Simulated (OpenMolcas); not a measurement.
# quartet C2HF2Ge: levels of theory compared

We compute a comparison of 6 runs (UHF/STO-3G, UHF/3-21G, U-r2SCAN/6-31G*, UBHLYP/6-31G*, UPBE/6-31G*, ROMP2/6-31G*) of quartet C2HF2Ge. 

Program for the calculation: OpenMolcas 26.06.

1 further run of the same task is left out (set aside as unsound or not needed).

### 1 The structure to begin with

C2HF2Ge: 6 atoms, total charge 0, spin state quartet. SMILES of the parent species: `C#[C][Ge]([F])[F]`. Geometry: relaxed at PBE0-D4/def2-TZVP. That shape belongs to the parent species and isn't relaxed for this state.

Bond lengths: C1–C2 1.206 Å, C2–Ge3 1.892 Å, Ge3–F4 1.728 Å, Ge3–F5 1.728 Å, C1–H6 1.067 Å. Angles: C1–C2–Ge3 171.1°, C2–Ge3–F4 108.5°, C2–Ge3–F5 108.5°, F4–Ge3–F5 104.7°, C2–C1–H6 178.2°.

### 2 The energy at UHF/STO-3G (run 1)

Input file run.input:

```
>>> EXPORT MOLCAS_PRINT=2
&GATEWAY
BasLib = $CurrDir
Coord
6
angstrom
C       -0.190100       0.518400       1.692900
C       -0.131400       0.204200       0.530300
Ge      -0.289600      -0.139700      -1.323100
F       -0.276600      -1.850600      -1.565100
F        1.142900       0.424100      -2.108200
H       -0.213200       0.779700       2.727000
Basis = STO-3G
Group = NoSym
&SEWARD
&SCF
UHF
Spin = 4
Thresholds = 1e-10 1e-07 1e-07 1e-05
PrOrbitals = 1 1
```

The basis set STO-3G is read from a file made from the Basis Set Exchange's data (not shown).

Launch:

```console
$ export MOLCAS_MEM=1860
$ pymolcas run.input > run.log
```

Output:

```text
--- Start Module: gateway ---
[...]
--- Stop Module: gateway /rc=_RC_ALL_IS_WELL_ ---
--- Start Module: seward ---
[...]
      Basis functions           39
--- Stop Module: seward /rc=_RC_ALL_IS_WELL_ ---
--- Start Module: scf ---
[...]
       Convergence after  39 Iterations
[...]
::    Total SCF energy                              -2322.9301258798
[...]
      Total spin, S                                     1.5149557317
[...]
      Total electronic charge=   63.000000
      Total            charge=   -0.000000
[...]
      Dipole Moment (debye):
      Origin of the operator (angstrom)=   -0.0659   -0.2043   -1.0091
                   X= -1.4258E+00               Y=  1.0180E+00               Z=  5.3895E-01           Total=  1.8329E+00
      Quadrupole Moment (debye*angstrom):
[...]
--- Stop Module: scf /rc=_RC_ALL_IS_WELL_ ---
[...]
```

Wall time 1.8 s (1 thread of Intel Xeon 6975P-C (Granite Rapids), shared host); peak memory 0.37 GiB.

### 3 The energy at UHF/3-21G (run 2)

Input file calc.inp:

```
&GATEWAY
BasLib
$CurrDir
Coord
6
angstrom
C       -0.190100       0.518400       1.692900
C       -0.131400       0.204200       0.530300
Ge      -0.289600      -0.139700      -1.323100
F       -0.276600      -1.850600      -1.565100
F        1.142900       0.424100      -2.108200
H       -0.213200       0.779700       2.727000
Basis
3-21G
Group
NoSym
&SEWARD
&SCF
UHF
Spin
4
Thresholds
1e-10 1e-07 1e-07 1e-05
PrOrbitals
1 2
```

The basis set 3-21G is read from a file made from the Basis Set Exchange's data (not shown).

Launch:

```console
$ export MOLCAS_MEM=1860
$ pymolcas calc.inp > calc.log
```

Output:

```text
--- Start Module: gateway ---
[...]
--- Stop Module: gateway /rc=_RC_ALL_IS_WELL_ ---
--- Start Module: seward ---
[...]
      Basis functions           60
--- Stop Module: seward /rc=_RC_ALL_IS_WELL_ ---
--- Start Module: scf ---
[...]
       Convergence after  64 Iterations
[...]
::    Total SCF energy                              -2338.8987671807
[...]
      Total spin, S                                     1.5073361618
[...]
      Total electronic charge=   63.000000
      Total            charge=   -0.000000
[...]
      Dipole Moment (debye):
      Origin of the operator (angstrom)=   -0.0659   -0.2043   -1.0091
                   X= -2.4346E+00               Y=  2.1086E+00               Z=  2.4713E+00           Total=  4.0596E+00
      Quadrupole Moment (debye*angstrom):
[...]
--- Stop Module: scf /rc=_RC_ALL_IS_WELL_ ---
[...]
```

It took 5.1 s on 1 thread of Intel Xeon 6975P-C (Granite Rapids), shared host; peak memory 0.39 GiB.

Runs 3 to 5 aren't shown in full; the table further down has their settings and results.

### 4 A single-point energy at ROMP2/6-31G(d) (spherical functions) (run 6)

Input file job.input:

```
&GATEWAY
BasLib = $CurrDir
Coord
6
angstrom
C       -0.190100       0.518400       1.692900
C       -0.131400       0.204200       0.530300
Ge      -0.289600      -0.139700      -1.323100
F       -0.276600      -1.850600      -1.565100
F        1.142900       0.424100      -2.108200
H       -0.213200       0.779700       2.727000
Basis = 6-31Gs
Group = NoSym
&SEWARD
&SCF
UHF
Spin = 4
Thresholds = 1e-10 1e-07 1e-07 1e-05
PrOrbitals = 0
&RASSCF
FileOrb = $Project.UnaOrb
Spin = 4
Nactel = 3 0 0
Inactive = 30
Ras2 = 3
OutOrbitals = Canonical
OrbListing = NoCore
&CASPT2
IPEA = 0.0
Frozen = 13
```

The basis set 6-31G* is read from a file made from the Basis Set Exchange's data (not shown).

Launch:

```console
$ export MOLCAS_MEM=1860
$ pymolcas job.input > job.log
```

Output:

```text
--- Start Module: gateway ---
[...]
--- Stop Module: gateway /rc=_RC_ALL_IS_WELL_ ---
[...]
      Basis functions           90
[...]
       Convergence after  71 Iterations
[...]
::    Total SCF energy                              -2350.0885360879
[...]
      Total spin, S                                     1.5072808831
[...]
--- Start Module: rasscf ---
[...]
      Number of active orbitals                  3
[...]
      Spin quantum number                      1.5
[...]
      Active orbitals                            3
[...]
      Number of CSFs                             1
[...]
      Number of root(s) required                 1
[...]
      Convergence after  9 iterations
[...]
      printout of CI-coefficients larger than  0.05 for root  1
      energy=   -2350.079762
      conf/sym  111     Coeff  Weight
             1  uuu   1.00000 1.00000
      Natural orbitals and occupation numbers for root  1
      sym 1:   1.000000   1.000000   1.000000
      ************************************************************************************************************************
      *                                                    Final results                                                     *
[...]
::    RASSCF root number  1 Total energy:  -2350.07976199
[...]
      Total electronic charge=   63.000000
      Total            charge=   -0.000000
[...]
      Dipole Moment (debye):
      Origin of the operator (angstrom)=   -0.0659   -0.2043   -1.0091
                   X= -2.0402E+00               Y=  1.9472E+00               Z=  2.8263E+00           Total=  3.9927E+00
      Quadrupole Moment (debye*angstrom):
[...]
--- Stop Module: rasscf /rc=_RC_ALL_IS_WELL_ ---
[...]
--- Start Module: caspt2 ---
[...]
 ###    WARNING: User changed nr of frozen orbitals.                         ###
 ###############################################################################
[...]
      E2 (Variational):          -0.7889321675
      Total energy:           -2350.8686941559
[...]
      Reference weight:           0.82293
[...]
::    CASPT2 Root  1     Total energy:  -2350.86869416
[...]
--- Stop Module: caspt2 /rc=_RC_ALL_IS_WELL_ ---
[...]
```

Wall time 25 s (1 thread of Intel Xeon 6975P-C (Granite Rapids), shared host); peak memory 0.5 GiB.

### 5 The series

| run | level | integration grid | frozen core orbitals | energy (Eh) | dipole moment (D) | HOMO energy (eV) | ⟨S²⟩ | wall time |
| --- | --- | --- | --- | --- | --- | --- | --- | --- |
| 1 | UHF/STO-3G | – | – | -2322.930126 | 1.83 | -3.60 | 3.810 | 1.8 s |
| 2 | UHF/3-21G | – | – | -2338.898767 | 4.06 | -6.84 | 3.779 | 5.1 s |
| 3 | U-r2SCAN/6-31G* (spherical functions) | UltraFine | – | -2352.844053 | 3.57 | -3.08 | 3.761 | 57 s |
| 4 | UBHLYP/6-31G* (spherical functions) | UltraFine | – | -2352.842503 | 3.81 | -4.84 | 3.761 | 28 s |
| 5 | UPBE/6-31G* (spherical functions) | UltraFine | – | -2352.375393 | 3.44 | -2.74 | 3.755 | 35 s |
| 6 | ROMP2/6-31G* (spherical functions) | – | 13 | -2350.868694 | – | – | – | 25 s |

### 6 What came out

```
           quantity           value
run 6: total energy  -2350.86869 Eh
```

In words: Over runs 1, 2, 3, 4, 5 the dipole moment (its size) runs from 1.83 D (UHF/STO-3G) to 4.06 D (UHF/3-21G). Totals of different functionals can't be ranked against each other. In run 1 the basis is minimal, so the values are rough. All runs together took 2.5 min, the longest 57 s.
